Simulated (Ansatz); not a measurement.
# NHBr (quartet): B2PLYP, RPA-PBE over a scan of the distance Br1–H2 along a hydrogen transfer, cc-pVTZ

Aim: run NHBr (quartet) with these functionals over a scan of the distance Br1–H2 along a hydrogen transfer, and hold them against the top wave-function level at the same points.

The runs use Ansatz 0.2.0, Gaussian basis; cc-pVTZ, all electrons in the functionals, frozen cores in the correlation of double hybrids and RPA.

To be run: B2PLYP, RPA-PBE, at 1.421 Å; 1.521 Å; 1.722 Å; 1.923 Å; 2.124 Å.

## Step 1: What is computed

The geometry derives from fragments relaxed apart (PBE0/def2-TZVP) and kept rigid, so it is no stationary point. A hydrogen atom is moved between rigid fragments. No spin-orbit coupling is included. The filled d shell of Br may be among the frozen orbitals whatever the setting's name suggests; the logs give the count.

3 atoms, charge 0, spin multiplicity 4.

Atoms are counted from 1 here; the program's logs count them from 0.

Bond lengths: Br1–H2 1.421 Å.

Geometry (Å):

```xyz
3

Br    0.00000    0.00000   -1.52820
H     0.00000    0.00000   -0.10760
N     0.00000    0.00000    1.63580
```

No dispersion term is added.

The geometry shown and the zero of energy belong to the point 1.421 Å. The yardstick, UCCSDT(Q), and other wave-function levels (R restricted, U unrestricted, valence and pair active spaces) come from earlier runs.

## Step 2: B2PLYP, 1.421 Å

Contents of in.yaml:

```yaml
crystal:
  periodic: [false, false, false]
  atoms:
    - {symbol: Br, position_ang: [0.000000, 0.000000, -1.528200]}
    - {symbol: H, position_ang: [0.000000, 0.000000, -0.107600]}
    - {symbol: N, position_ang: [0.000000, 0.000000, 1.635800]}
basis:
  gaussian: {orbitals: cc-pVTZ}
magnetization: {spin_polarized: true, initial_magnetization: 3}
hamiltonian: {xc: {name: B2PLYP}}
correlation: {electrons: outside_noble_gas}
```

Started as:

```console
$ ansatz run in.yaml --threads 1 --pin off --events-out ev --progress --plain --max-ram 2816MiB --backend cpu
```

Log:

```text
Functional definition: B2PLYP
  name "B2PLYP"
  cite "Grimme, J. Chem. Phys. 124, 034108 (2006) doi:10.1063/1.2148954"
  cite "Becke, Phys. Rev. A 38, 3098 (1988) doi:10.1103/PhysRevA.38.3098"
  cite "Lee, Yang & Parr, Phys. Rev. B 37, 785 (1988) doi:10.1103/PhysRevB.37.785"
  parameter a = 0.53
  parameter c = 0.27
  exchange = (1 - a)*b88_x + a*exact_x
  correlation = (1 - c)*lyp_c + c*(mp2_os + mp2_ss)
534 factors; integrals over basis functions are off by at most 1.3e-3 eV
mean field evaluation 1: about -71534.3596 eV, gradient 6.4e0 eV
mean field evaluation 2: about -71534.3716 eV, gradient 6.5e0 eV
mean field evaluation 4: about -71534.8760 eV, gradient 1.5e0 eV
mean field evaluation 8: about -71534.8917 eV, gradient 8.1e-2 eV
mean field evaluation 16: about -71534.8918 eV, gradient 3.2e-4 eV
mean field -71534.89177994 eV, -2628.8587848218 hartree, gradient 4.4e-6 eV, S^2 3.756585; 0 other end points of the search recorded, 0 dependent functions left out
15 core orbitals not correlated: weight in the atoms' cores, before any rotation towards them, 1.000 or more for the frozen orbitals, at most 0.000 for the correlated occupied ones
reference -71534.89188661 eV, -2628.8587887415 hartree; 8, 5 occupied and 64, 67 virtual orbitals, 534 factors
second order -9.00612745 eV of doubles, -0.00000000 eV of singles
Total energy: -71537.32354102 eV, -2628.9481503930 hartree
```

Wall time 2.3 s (1 thread of AMD EPYC 7R13, shared host).

From the report: ⟨S²⟩ of the determinant 3.757 (pure quartet: 3.75).

## Step 3: B2PLYP, 1.521 Å

Contents of in.yaml:

```yaml
crystal:
  periodic: [false, false, false]
  atoms:
    - {symbol: Br, position_ang: [0.000000, 0.000000, -1.561667]}
    - {symbol: H, position_ang: [0.000000, 0.000000, -0.040667]}
    - {symbol: N, position_ang: [0.000000, 0.000000, 1.602333]}
basis:
  gaussian: {orbitals: cc-pVTZ}
magnetization: {spin_polarized: true, initial_magnetization: 3}
hamiltonian: {xc: {name: B2PLYP}}
correlation: {electrons: outside_noble_gas}
```

Launched as before.

Log, cut to the lines that bear on the results:

```text
Functional definition: B2PLYP
  name "B2PLYP"
  cite "Grimme, J. Chem. Phys. 124, 034108 (2006) doi:10.1063/1.2148954"
  cite "Becke, Phys. Rev. A 38, 3098 (1988) doi:10.1103/PhysRevA.38.3098"
  cite "Lee, Yang & Parr, Phys. Rev. B 37, 785 (1988) doi:10.1103/PhysRevB.37.785"
[...]
536 factors; integrals over basis functions are off by at most 1.3e-3 eV
[...]
mean field -71534.77343159 eV, -2628.8544355999 hartree, gradient 6.6e-6 eV, S^2 3.760547; 0 other end points of the search recorded, 0 dependent functions left out
15 core orbitals not correlated: weight in the atoms' cores, before any rotation towards them, 1.000 or more for the frozen orbitals, at most 0.000 for the correlated occupied ones
reference -71534.77353778 eV, -2628.8544395023 hartree; 8, 5 occupied and 64, 67 virtual orbitals, 536 factors
second order -9.11880697 eV of doubles, -0.00000000 eV of singles
Total energy: -71537.23561566 eV, -2628.9449191957 hartree
```

It took 2.2 s on 1 thread of AMD EPYC 7R13, shared host.

From the report: ⟨S²⟩ of the determinant 3.761 (pure quartet: 3.75).

From 1.421 Å: +2.0 kcal/mol.

## Step 4: B2PLYP, 1.722 Å

Contents of in.yaml:

```yaml
crystal:
  periodic: [false, false, false]
  atoms:
    - {symbol: Br, position_ang: [0.000000, 0.000000, -1.628667]}
    - {symbol: H, position_ang: [0.000000, 0.000000, 0.093333]}
    - {symbol: N, position_ang: [0.000000, 0.000000, 1.535333]}
basis:
  gaussian: {orbitals: cc-pVTZ}
magnetization: {spin_polarized: true, initial_magnetization: 3}
hamiltonian: {xc: {name: B2PLYP}}
correlation: {electrons: outside_noble_gas}
```

Same command.

Log, cut to the lines that bear on the results:

```text
Functional definition: B2PLYP
  name "B2PLYP"
  cite "Grimme, J. Chem. Phys. 124, 034108 (2006) doi:10.1063/1.2148954"
  cite "Becke, Phys. Rev. A 38, 3098 (1988) doi:10.1103/PhysRevA.38.3098"
  cite "Lee, Yang & Parr, Phys. Rev. B 37, 785 (1988) doi:10.1103/PhysRevB.37.785"
[...]
538 factors; integrals over basis functions are off by at most 1.3e-3 eV
[...]
mean field -71534.34720313 eV, -2628.8387719930 hartree, gradient 5.8e-6 eV, S^2 3.787359; 0 other end points of the search recorded, 0 dependent functions left out
15 core orbitals not correlated: weight in the atoms' cores, before any rotation towards them, 1.000 or more for the frozen orbitals, at most 0.000 for the correlated occupied ones
reference -71534.34730911 eV, -2628.8387758878 hartree; 8, 5 occupied and 64, 67 virtual orbitals, 538 factors
second order -9.36277794 eV of doubles, -0.00000000 eV of singles
Total energy: -71536.87525916 eV, -2628.9316763384 hartree
```

Wall time 2.4 s (1 thread of AMD EPYC 7R13, shared host).

From the report: ⟨S²⟩ of the determinant 3.787 (pure quartet: 3.75).

From 1.421 Å: +10.3 kcal/mol.

## Step 5: B2PLYP, 1.923 Å

Contents of in.yaml:

```yaml
crystal:
  periodic: [false, false, false]
  atoms:
    - {symbol: Br, position_ang: [0.000000, 0.000000, -1.695667]}
    - {symbol: H, position_ang: [0.000000, 0.000000, 0.227333]}
    - {symbol: N, position_ang: [0.000000, 0.000000, 1.468333]}
basis:
  gaussian: {orbitals: cc-pVTZ}
magnetization: {spin_polarized: true, initial_magnetization: 3}
hamiltonian: {xc: {name: B2PLYP}}
correlation: {electrons: outside_noble_gas}
```

The command is unchanged.

Log, cut to the lines that bear on the results:

```text
Functional definition: B2PLYP
  name "B2PLYP"
  cite "Grimme, J. Chem. Phys. 124, 034108 (2006) doi:10.1063/1.2148954"
  cite "Becke, Phys. Rev. A 38, 3098 (1988) doi:10.1103/PhysRevA.38.3098"
  cite "Lee, Yang & Parr, Phys. Rev. B 37, 785 (1988) doi:10.1103/PhysRevB.37.785"
[...]
536 factors; integrals over basis functions are off by at most 1.2e-3 eV
[...]
mean field -71534.33621065 eV, -2628.8383680268 hartree, gradient 2.9e-6 eV, S^2 3.792094; 4 other end points of the search recorded, 0 dependent functions left out
15 core orbitals not correlated: weight in the atoms' cores, before any rotation towards them, 1.000 or more for the frozen orbitals, at most 0.000 for the correlated occupied ones
reference -71534.33631749 eV, -2628.8383719533 hartree; 8, 5 occupied and 64, 67 virtual orbitals, 536 factors
second order -9.46760766 eV of doubles, -0.00000000 eV of singles
Total energy: -71536.89257156 eV, -2628.9323125575 hartree
```

Run time: 3.9 s. Hardware: 1 thread of AMD EPYC 7R13, shared host.

From the report: ⟨S²⟩ of the determinant 3.792 (pure quartet: 3.75).

From 1.421 Å: +9.9 kcal/mol.

## Step 6: B2PLYP, 2.124 Å

Contents of in.yaml:

```yaml
crystal:
  periodic: [false, false, false]
  atoms:
    - {symbol: Br, position_ang: [0.000000, 0.000000, -1.762667]}
    - {symbol: H, position_ang: [0.000000, 0.000000, 0.361333]}
    - {symbol: N, position_ang: [0.000000, 0.000000, 1.401333]}
basis:
  gaussian: {orbitals: cc-pVTZ}
magnetization: {spin_polarized: true, initial_magnetization: 3}
hamiltonian: {xc: {name: B2PLYP}}
correlation: {electrons: outside_noble_gas}
```

Same command.

Log, cut to the lines that bear on the results:

```text
Functional definition: B2PLYP
  name "B2PLYP"
  cite "Grimme, J. Chem. Phys. 124, 034108 (2006) doi:10.1063/1.2148954"
  cite "Becke, Phys. Rev. A 38, 3098 (1988) doi:10.1103/PhysRevA.38.3098"
  cite "Lee, Yang & Parr, Phys. Rev. B 37, 785 (1988) doi:10.1103/PhysRevB.37.785"
[...]
538 factors; integrals over basis functions are off by at most 1.0e-3 eV
[...]
mean field -71534.60843895 eV, -2628.8483722324 hartree, gradient 7.8e-6 eV, S^2 3.766662; 4 other end points of the search recorded, 0 dependent functions left out
15 core orbitals not correlated: weight in the atoms' cores, before any rotation towards them, 1.000 or more for the frozen orbitals, at most 0.000 for the correlated occupied ones
reference -71534.60854659 eV, -2628.8483761879 hartree; 8, 5 occupied and 64, 67 virtual orbitals, 538 factors
second order -9.19138475 eV of doubles, -0.00000000 eV of singles
Total energy: -71537.09022047 eV, -2628.9395760209 hartree
```

Run time: 6.5 s. Hardware: 1 thread of AMD EPYC 7R13, shared host.

From the report: ⟨S²⟩ of the determinant 3.767 (pure quartet: 3.75).

From 1.421 Å: +5.4 kcal/mol.

## Step 7: RPA-PBE, 1.421 Å

Contents of in.yaml:

```yaml
crystal:
  periodic: [false, false, false]
  atoms:
    - {symbol: Br, position_ang: [0.000000, 0.000000, -1.528200]}
    - {symbol: H, position_ang: [0.000000, 0.000000, -0.107600]}
    - {symbol: N, position_ang: [0.000000, 0.000000, 1.635800]}
basis:
  gaussian: {orbitals: cc-pVTZ}
magnetization: {spin_polarized: true, initial_magnetization: 3}
hamiltonian: {xc: {name: PBE}}
correlation: {method: rpa, electrons: outside_noble_gas}
```

Same command.

Log, cut to the lines that bear on the results:

```text
Functional definition: PBE
  name "PBE"
  cite "Perdew, Burke & Ernzerhof, Phys. Rev. Lett. 77, 3865 (1996) doi:10.1103/PhysRevLett.77.3865"
  parent pbe
[...]
534 factors; integrals over basis functions are off by at most 1.3e-3 eV
[...]
mean field -71537.22678204 eV, -2628.9445945661 hartree, gradient 4.5e-6 eV, S^2 3.753229; 0 other end points of the search recorded, 0 dependent functions left out
15 core orbitals not correlated: weight in the atoms' cores, before any rotation towards them, 1.000 or more for the frozen orbitals, at most 0.000 for the correlated occupied ones
reference -71495.46992125 eV, -2627.4100582358 hartree; 8, 5 occupied and 64, 67 virtual orbitals, 534 factors
Total energy: -71509.24075306 eV, -2627.9161269705 hartree
```

It took 1.6 s on 1 thread of AMD EPYC 7R13, shared host.

From the report: ⟨S²⟩ of the determinant 3.753 (pure quartet: 3.75).

## Step 8: RPA-PBE, 1.521 Å

Contents of in.yaml:

```yaml
crystal:
  periodic: [false, false, false]
  atoms:
    - {symbol: Br, position_ang: [0.000000, 0.000000, -1.561667]}
    - {symbol: H, position_ang: [0.000000, 0.000000, -0.040667]}
    - {symbol: N, position_ang: [0.000000, 0.000000, 1.602333]}
basis:
  gaussian: {orbitals: cc-pVTZ}
magnetization: {spin_polarized: true, initial_magnetization: 3}
hamiltonian: {xc: {name: PBE}}
correlation: {method: rpa, electrons: outside_noble_gas}
```

Launched as before.

Log, cut to the lines that bear on the results:

```text
Functional definition: PBE
  name "PBE"
  cite "Perdew, Burke & Ernzerhof, Phys. Rev. Lett. 77, 3865 (1996) doi:10.1103/PhysRevLett.77.3865"
  parent pbe
[...]
536 factors; integrals over basis functions are off by at most 1.3e-3 eV
[...]
mean field -71537.23404010 eV, -2628.9448612949 hartree, gradient 2.4e-6 eV, S^2 3.754328; 3 other end points of the search recorded, 0 dependent functions left out
15 core orbitals not correlated: weight in the atoms' cores, before any rotation towards them, 1.000 or more for the frozen orbitals, at most 0.000 for the correlated occupied ones
reference -71495.17205188 eV, -2627.3991117383 hartree; 8, 5 occupied and 64, 67 virtual orbitals, 536 factors
Total energy: -71509.12490910 eV, -2627.9118697838 hartree
```

It took 3.5 s on 1 thread of AMD EPYC 7R13, shared host.

From the report: ⟨S²⟩ of the determinant 3.754 (pure quartet: 3.75).

From 1.421 Å: +2.7 kcal/mol.

## Step 9: RPA-PBE, 1.722 Å

Contents of in.yaml:

```yaml
crystal:
  periodic: [false, false, false]
  atoms:
    - {symbol: Br, position_ang: [0.000000, 0.000000, -1.628667]}
    - {symbol: H, position_ang: [0.000000, 0.000000, 0.093333]}
    - {symbol: N, position_ang: [0.000000, 0.000000, 1.535333]}
basis:
  gaussian: {orbitals: cc-pVTZ}
magnetization: {spin_polarized: true, initial_magnetization: 3}
hamiltonian: {xc: {name: PBE}}
correlation: {method: rpa, electrons: outside_noble_gas}
```

Same command.

Log, cut to the lines that bear on the results:

```text
Functional definition: PBE
  name "PBE"
  cite "Perdew, Burke & Ernzerhof, Phys. Rev. Lett. 77, 3865 (1996) doi:10.1103/PhysRevLett.77.3865"
  parent pbe
[...]
538 factors; integrals over basis functions are off by at most 1.3e-3 eV
[...]
mean field -71537.08955644 eV, -2628.9395516183 hartree, gradient 5.9e-6 eV, S^2 3.758719; 5 other end points of the search recorded, 0 dependent functions left out
15 core orbitals not correlated: weight in the atoms' cores, before any rotation towards them, 1.000 or more for the frozen orbitals, at most 0.000 for the correlated occupied ones
reference -71494.36991931 eV, -2627.3696339102 hartree; 8, 5 occupied and 64, 67 virtual orbitals, 538 factors
Total energy: -71508.77199827 eV, -2627.8989005500 hartree
```

Wall time 4.2 s (1 thread of AMD EPYC 7R13, shared host).

From the report: ⟨S²⟩ of the determinant 3.759 (pure quartet: 3.75).

From 1.421 Å: +10.8 kcal/mol.

## Step 10: RPA-PBE, 1.923 Å

Contents of in.yaml:

```yaml
crystal:
  periodic: [false, false, false]
  atoms:
    - {symbol: Br, position_ang: [0.000000, 0.000000, -1.695667]}
    - {symbol: H, position_ang: [0.000000, 0.000000, 0.227333]}
    - {symbol: N, position_ang: [0.000000, 0.000000, 1.468333]}
basis:
  gaussian: {orbitals: cc-pVTZ}
magnetization: {spin_polarized: true, initial_magnetization: 3}
hamiltonian: {xc: {name: PBE}}
correlation: {method: rpa, electrons: outside_noble_gas}
```

Launched as before.

Log, cut to the lines that bear on the results:

```text
Functional definition: PBE
  name "PBE"
  cite "Perdew, Burke & Ernzerhof, Phys. Rev. Lett. 77, 3865 (1996) doi:10.1103/PhysRevLett.77.3865"
  parent pbe
[...]
536 factors; integrals over basis functions are off by at most 1.2e-3 eV
[...]
mean field -71537.16533937 eV, -2628.9423365898 hartree, gradient 2.4e-6 eV, S^2 3.759370; 6 other end points of the search recorded, 0 dependent functions left out
15 core orbitals not correlated: weight in the atoms' cores, before any rotation towards them, 1.000 or more for the frozen orbitals, at most 0.000 for the correlated occupied ones
reference -71494.24122998 eV, -2627.3649046644 hartree; 8, 5 occupied and 64, 67 virtual orbitals, 536 factors
Total energy: -71508.85057692 eV, -2627.9017882620 hartree
```

Run time: 6.5 s. Hardware: 1 thread of AMD EPYC 7R13, shared host.

From the report: ⟨S²⟩ of the determinant 3.759 (pure quartet: 3.75).

From 1.421 Å: +9.0 kcal/mol.

## Step 11: RPA-PBE, 2.124 Å

Contents of in.yaml:

```yaml
crystal:
  periodic: [false, false, false]
  atoms:
    - {symbol: Br, position_ang: [0.000000, 0.000000, -1.762667]}
    - {symbol: H, position_ang: [0.000000, 0.000000, 0.361333]}
    - {symbol: N, position_ang: [0.000000, 0.000000, 1.401333]}
basis:
  gaussian: {orbitals: cc-pVTZ}
magnetization: {spin_polarized: true, initial_magnetization: 3}
hamiltonian: {xc: {name: PBE}}
correlation: {method: rpa, electrons: outside_noble_gas}
```

Same command.

Log, cut to the lines that bear on the results:

```text
Functional definition: PBE
  name "PBE"
  cite "Perdew, Burke & Ernzerhof, Phys. Rev. Lett. 77, 3865 (1996) doi:10.1103/PhysRevLett.77.3865"
  parent pbe
[...]
538 factors; integrals over basis functions are off by at most 1.0e-3 eV
[...]
mean field -71537.20420363 eV, -2628.9437648250 hartree, gradient 6.6e-6 eV, S^2 3.756686; 6 other end points of the search recorded, 0 dependent functions left out
15 core orbitals not correlated: weight in the atoms' cores, before any rotation towards them, 1.000 or more for the frozen orbitals, at most 0.000 for the correlated occupied ones
reference -71494.62054863 eV, -2627.3788443678 hartree; 8, 5 occupied and 64, 67 virtual orbitals, 538 factors
Total energy: -71509.05154988 eV, -2627.9091738821 hartree
```

Wall time 7.5 s (1 thread of AMD EPYC 7R13, shared host).

From the report: ⟨S²⟩ of the determinant 3.757 (pure quartet: 3.75).

From 1.421 Å: +4.4 kcal/mol.

## Step 12: Against the wave-function levels

The yardstick is UCCSDT(Q), where the cluster series has nearly closed. It comes from earlier runs at the same points. Energies in kcal/mol, counted from 1.421 Å; blanks weren't run or aren't comparable.

```csv
level,1.421 Å,1.521 Å,1.722 Å,1.923 Å,2.124 Å
UCCSDT(Q),0.0,2.7,12.8,14.3,9.7
B2PLYP,0.0,2.0,10.3,9.9,5.4
RPA-PBE,0.0,2.7,10.8,9.0,4.4
```

Largest miss and mean time a point (UCCSDT(Q) took 8.8 s a point; shared hosts):

```csv
level,largest miss (kcal/mol),where,time a point
B2PLYP,-4.3,1.923 Å,3.5 s
RPA-PBE,-5.3,2.124 Å,4.7 s
```

## Step 13: Results

```
                   quantity                    value
span of the UCCSDT(Q) curve            14.3 kcal/mol
       largest miss, B2PLYP  -4.3 kcal/mol (1.923 Å)
      largest miss, RPA-PBE  -5.3 kcal/mol (2.124 Å)
```

In words: Of the functionals, B2PLYP keep the smallest largest miss at the points compared (at most 4.3 kcal/mol) and RPA-PBE strays most (5.3 kcal/mol, at 2.124 Å). Functionals and the yardstick converge differently with the basis, so part of each miss in cc-pVTZ is the basis.
